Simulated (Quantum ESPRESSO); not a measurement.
InTe2: phonons with PBE

InTe2:

```
In Te
1.0
     5.22536    0.00000    0.00000
    -2.61268    4.52530    0.00000
     0.00000    0.00000    3.68613
In Te
1 2
Direct
  0.00000 0.00000 0.00000
  0.66667 0.33333 0.50000
  0.33333 0.66667 0.50000
```

The cell was built by a generator and needn't be a form met in nature.

```
Program             : Quantum ESPRESSO 7.5
Task                : phonons
Functional          : PBE
Potentials or basis : SG15 PBE 1.2
Cutoff              : 952 eV
Density cutoff      : 3810 eV
k mesh              : 2 × 2 × 2, shifted
Occupations         : fermi-dirac, width 0.05 eV
Spin                : no spin polarisation
Mixing beta         : 0.5
Most SCF iterations : 120
SCF threshold       : 6e-10 Ry
```

The pressure after relaxing is 3.7 GPa. The band gap on the k mesh is none (metal or under the smearing width) and the highest phonon frequency at Γ is 136 cm⁻¹. The most unstable mode is 70i cm⁻¹.

Stress tensor (GPa, compression positive):
```
1.46 0.00 0.00
0.00 1.46 0.00
0.00 0.00 8.32
```

Levels at points of the mesh, in eV from the Fermi level:
| k point | band 20 | band 21 | band 22 | band 23 | band 24 | band 25 | band 26 | band 27 |
| --- | --- | --- | --- | --- | --- | --- | --- | --- |
| (0.00, 0.00, 0.25) | -4.47 | -2.05 | -1.74 | -1.74 | -0.17 | 3.30 | 4.13 | 4.13 |

Phonon frequencies in cm⁻¹ (negative: imaginary):
```tsv
q point	frequencies
(0.000, 0.000, 0.000)	-70 -14 -14 14 76 76 78 136 136
```

Optical modes at Γ, degenerate ones joined:
```
cm⁻¹  components  symmetry  active in
 70i           1       B1g     silent
  76           2       E1u         IR
  78           1       A2u         IR
 136           2       E2g      Raman
```

Wall time 3.6 min on 1 thread of Arm Neoverse V1, with other jobs on the host, peak memory 0.1 GiB.

Caveat: the k mesh is coarse (spacing up to 0.85 Å⁻¹), so the values aren't converged; the mesh is thin for the phonons of a metal; some modes are imaginary; the cell is more than 3 GPa from zero pressure, which shifts response properties. Spin-orbit coupling is left out, which matters for the levels of Te.
